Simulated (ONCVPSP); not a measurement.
# As: the cost of one run

The numbers are computed with ONCVPSP 4.0.1.1 (patched build) (PBE, scalar-relativistic, spin-unpolarised reference atom).

**1. Starting point**

Typed settings, in words:

| Quantity | Value |
| --- | --- |
| element | arsenic (As, Z = 33) |
| type | optimised norm-conserving Vanderbilt (ONCV) |
| frozen core | [Ne] |
| valence charge | 23 |
| reference configuration | 3s2 3p6 3d10 4s2 4p3 |
| partial waves | 3s+4s: rc 1.15 bohr, ncon 4, nbas 8, qcut 8.1 1/bohr, 2 projectors; 3p+4p: rc 1.00 bohr, ncon 4, nbas 7, qcut 11.9 1/bohr, 2 projectors; 3d: rc 0.85 bohr, ncon 3, nbas 8, qcut 21.6 1/bohr, 2 projectors, debl 3.2 Ha |
| local potential | polynomial inside 0.70 bohr (lpopt 5, dvloc0 0 Ha) |
| core correction | Teter function, fcfact 5.25, rcfact 1.7 |

**2. Generation**

File As.dat:

```
# ATOM AND REFERENCE CONFIGURATION
# atsym  z   nc   nv     iexc    psfile
  As 33.00    3    5        4      upf
#
#   n    l    f
    1    0    2.00
    2    0    2.00
    2    1    6.00
    3    0    2.00
    3    1    6.00
    3    2   10.00
    4    0    2.00
    4    1    3.00
#
# PSEUDOPOTENTIAL AND OPTIMIZATION
# lmax
    2
#
#   l,   rc,      ep,       ncon, nbas, qcut
    0    1.15    0.00    4    8    8.10
    1    1.00    0.00    4    7   11.90
    2    0.85    0.00    3    8   21.60
#
# LOCAL POTENTIAL
# lloc, lpopt,  rc(5),   dvloc0
    4    5    0.70    0.00
#
# VANDERBILT-KLEINMAN-BYLANDER PROJECTORs
# l, nproj, debl
    0    2    3.20
    1    2    3.30
    2    2    3.20
#
# MODEL CORE CHARGE
# icmod, fcfact, rcfact
    3    5.25    1.70
#
# LOG DERIVATIVE ANALYSIS
# epsh1, epsh2, depsh
   -8.00    5.00    0.04
#
# OUTPUT GRID
# rlmax, drl
    6.00    0.01
#
# TEST CONFIGURATIONS
# ncnf
    4
# nvcnf
#   n    l    f
    5
    3    0    2.00
    3    1    6.00
    3    2   10.00
    4    0    2.00
    4    1    2.00
#
    5
    3    0    2.00
    3    1    6.00
    3    2   10.00
    4    0    2.00
    4    1    1.00
#
    5
    3    0    2.00
    3    1    6.00
    3    2   10.00
    4    0    2.00
    4    1    0.00
#
    5
    3    0    2.00
    3    1    6.00
    3    2    9.00
    4    0    2.00
    4    1    3.00
#
```

Command:

```console
$ oncvpsp.x < As.dat > As.out
```

**Question.** How long does this run take on 1 thread of Neoverse-N1, shared host?

About 5.7 s.
